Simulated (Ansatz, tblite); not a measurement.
**C₁₆H₈: a ladder of methods and basis sets**

An exercise on one series of results from a longer session: the logs are not shown, and one member is left open.

The runs use Ansatz 0.2.0, Gaussian basis; as each input shows.

Plan: GFN1-xTB, GFN2-xTB, PBE-D4/def2-TZVP, r2SCAN-D4/def2-TZVP, PBE-D4/def2-SVP, PBE0-D4/def2-SVP, HF/6-31G, B3LYP-D4/6-31G, MP2/def2-SVP, RPA/def2-SVP.

4 further runs of the same task are left out: 4 that didn't finish.

**The geometry**

The singlet was relaxed beforehand with r2SCAN-D4/def2-SVP.

SMILES `c1cc2c1cc1ccc3cc4ccc2c1c34`, 24 atoms, charge 0, spin multiplicity 1.

Bond lengths: C1–C2 1.400 Å, C1–C4 1.458 Å, C1–H17 1.093 Å, C2–C3 1.450 Å, C2–H18 1.092 Å, C3–C4 1.512 Å, C3–C14 1.376 Å, C4–C5 1.362 Å, C5–C6 1.457 Å, C5–H19 1.095 Å, C6–C7 1.408 Å, C6–C15 1.443 Å, C7–C8 1.451 Å, C7–H20 1.095 Å, C8–C9 1.386 Å, C8–H21 1.095 Å, C9–C10 1.538 Å, C9–C16 1.400 Å and more. Angles: C2–C1–C4 92.2°, C2–C1–H17 133.7°, C4–C1–H17 134.1°, C1–C2–C3 92.2°, C1–C2–H18 133.6°, C3–C2–H18 134.2°, C2–C3–C4 88.2°, C2–C3–C14 150.9°, C4–C3–C14 120.9°, C1–C4–C3 87.4°, C1–C4–C5 146.2°, C3–C4–C5 126.4°, C4–C5–C6 115.6°, C4–C5–H19 123.1°, C6–C5–H19 121.3°, C5–C6–C7 128.1°, C5–C6–C15 115.6°, C7–C6–C15 116.3° and more.

Coordinates:

```
C     3.2459   -0.1977   -1.9299
C     3.0158    1.1115   -1.4890
C     1.7695    0.7362   -0.8507
C     2.0096   -0.6795   -1.3245
C     1.1994   -1.7524   -1.1073
C    -0.0101   -1.4833   -0.3406
C    -1.0227   -2.3878    0.0307
C    -2.2075   -2.0476    0.7960
C    -2.3430   -0.7254    1.1907
C    -2.9412    0.5391    1.8307
C    -1.8423    1.3090    1.3794
C    -1.0314    2.4672    1.1793
C     0.1568    2.3045    0.4547
C     0.6472    1.0568   -0.1213
C    -0.1864   -0.1170    0.0872
C    -1.2975    0.1146    0.7878
H     4.0452   -0.6700   -2.5059
H     3.5680    2.0485   -1.5907
H     1.4258   -2.7577   -1.4768
H    -0.9152   -3.4325   -0.2810
H    -2.9263   -2.8422    1.0202
H    -3.8504    0.7495    2.4011
H    -1.2868    3.4622    1.5575
H     0.7775    3.1941    0.3027
```

PBE0-D4/def2-TZVP was run before; its log isn't repeated, and its numbers join the tables.

Set-up of the first run:

Tight binding, by tblite at 300 K electronic temperature and without a spin-polarisation term:

```python
tblite.interface.Calculator('GFN1-xTB', numbers, positions, charge=0, uhf=0).singlepoint()
```

Tight binding, by tblite at 300 K electronic temperature and without a spin-polarisation term:

```python
tblite.interface.Calculator('GFN2-xTB', numbers, positions, charge=0, uhf=0).singlepoint()
```

start.molden holds the orbitals of an earlier run on this state, given as this run's starting guess.

in.yaml

```yaml
crystal:
  periodic: [false, false, false]
  atoms:
    - {symbol: C, position_ang: [3.245932, -0.197658, -1.929929]}
    - {symbol: C, position_ang: [3.015831, 1.111508, -1.489026]}
    - {symbol: C, position_ang: [1.769534, 0.736197, -0.850695]}
    - {symbol: C, position_ang: [2.009637, -0.679541, -1.324491]}
    - {symbol: C, position_ang: [1.199423, -1.752380, -1.107287]}
    - {symbol: C, position_ang: [-0.010063, -1.483338, -0.340588]}
    - {symbol: C, position_ang: [-1.022699, -2.387804, 0.030671]}
    - {symbol: C, position_ang: [-2.207537, -2.047596, 0.795989]}
    - {symbol: C, position_ang: [-2.342995, -0.725425, 1.190652]}
    - {symbol: C, position_ang: [-2.941241, 0.539130, 1.830673]}
    - {symbol: C, position_ang: [-1.842256, 1.309010, 1.379411]}
    - {symbol: C, position_ang: [-1.031412, 2.467162, 1.179279]}
    - {symbol: C, position_ang: [0.156807, 2.304531, 0.454662]}
    - {symbol: C, position_ang: [0.647194, 1.056842, -0.121256]}
    - {symbol: C, position_ang: [-0.186368, -0.117026, 0.087188]}
    - {symbol: C, position_ang: [-1.297507, 0.114575, 0.787788]}
    - {symbol: H, position_ang: [4.045191, -0.670032, -2.505922]}
    - {symbol: H, position_ang: [3.567958, 2.048488, -1.590740]}
    - {symbol: H, position_ang: [1.425786, -2.757679, -1.476837]}
    - {symbol: H, position_ang: [-0.915207, -3.432519, -0.280984]}
    - {symbol: H, position_ang: [-2.926313, -2.842220, 1.020218]}
    - {symbol: H, position_ang: [-3.850396, 0.749500, 2.401103]}
    - {symbol: H, position_ang: [-1.286817, 3.462153, 1.557461]}
    - {symbol: H, position_ang: [0.777507, 3.194133, 0.302658]}
basis:
  gaussian: {orbitals: def2-TZVP, initial_orbitals: start.molden}
hamiltonian: {xc: pbe, dispersion: d4}
scf: {omitted_lower_state_checks: [starts]}
output: {forces: true, orbitals: {seedname: orbitals}}
```

Launch:

```console
ansatz run in.yaml --threads 6 --pin off --events-out ev --progress --plain --max-ram 7833MiB
```

Among the steps run: PBE-D4/def2-TZVP; r2SCAN-D4/def2-TZVP; PBE-D4/def2-SVP; PBE0-D4/def2-SVP; HF/6-31G; B3LYP-D4/6-31G; MP2/def2-SVP; RPA/def2-SVP.

One of the session's tables, all rows but one given; the rest of the session is left out.

It belongs to the step «Binding energy». 

```
              level  binding an atom (eV)
           HF/6-31G                 3.674
        HF/def2-SVP                 4.015
    PBE-D4/def2-SVP                 5.846
   PBE-D4/def2-TZVP                 5.745
r2SCAN-D4/def2-TZVP                 5.517
     B3LYP-D4/6-31G                 5.339
   PBE0-D4/def2-SVP                 5.694
  PBE0-D4/def2-TZVP                 5.592
       MP2/def2-SVP                     ?
```

Q: Estimate the row for MP2/def2-SVP from the others.

The run gave: binding an atom (eV): 5.441. In the column «binding an atom (eV)» it lies between B3LYP-D4/6-31G (5.339) and r2SCAN-D4/def2-TZVP (5.517).

To keep in mind: Free atoms were run apart at each level; binding is atoms less cluster, divided by the number of atoms, without zero-point or spin-orbit terms.
